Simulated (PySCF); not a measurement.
# C3H8AsB: the cost of one run

Programs: PySCF 2.14.0, with density-fitted response routines of our own. Each step states its level of theory. These are calculated values for one molecule in the gas phase, unless marked as measured. Atoms count from 0, in the outputs and in this text.

## (1) The molecule as given

13 atoms, charge 0, multiplicity 1; geometry from: GFN2-xTB.

Bonds of the start (Å): C0–C1 1.34, C1–B2 1.55, As3–C4 2.00, C4–C1 1.50, C0–H5 1.08, C0–H6 1.08, B2–H7 1.17, B2–H8 1.17, As3–H9 1.50, As3–H10 1.51, C4–H11 1.09, C4–H12 1.09.

The optimised geometry no longer has the bonds of the starting formula, so what follows describes that rearranged structure.

## (2) Ultraviolet spectrum: CAM-B3LYP/def2-SVPD

The job: settings as JSON, then the geometry in Å.

```
{"job": {"kind": "uv", "xc": "CAM-B3LYP", "basis": "def2-SVPD", "nstates": 8, "ntriplets": 3}, "charge": 0, "multiplicity": 1}
C      1.526626     0.281912    -0.818603
C      0.554181     0.424603     0.092017
B      0.115129     1.819541     0.594577
As    -2.022859    -0.843234    -0.202443
C     -0.183658    -0.786026     0.577257
H      2.068361     1.129725    -1.203390
H      1.807150    -0.683016    -1.219891
H      0.782028     2.756848     0.391597
H     -0.900208     1.929214     1.171539
H     -1.556419    -1.291820    -1.560562
H     -2.235487    -2.289351     0.172128
H     -0.306115    -0.739663     1.663602
H      0.346884    -1.708246     0.324444
```

Method: TDDFT CAM-B3LYP/def2-SVPD, vertical, gas phase, core orbitals frozen in the response.

Launch:

```console
$ OMP_NUM_THREADS=1 python probes_run.py task.json out
```

One launch serves the whole session: the jobs run in the order shown.

**Question.** How long does this first job take on 1 thread of Arm Neoverse N1, shared host, and how much memory does it need?

About 54 s, with a peak of 0.78 GiB.
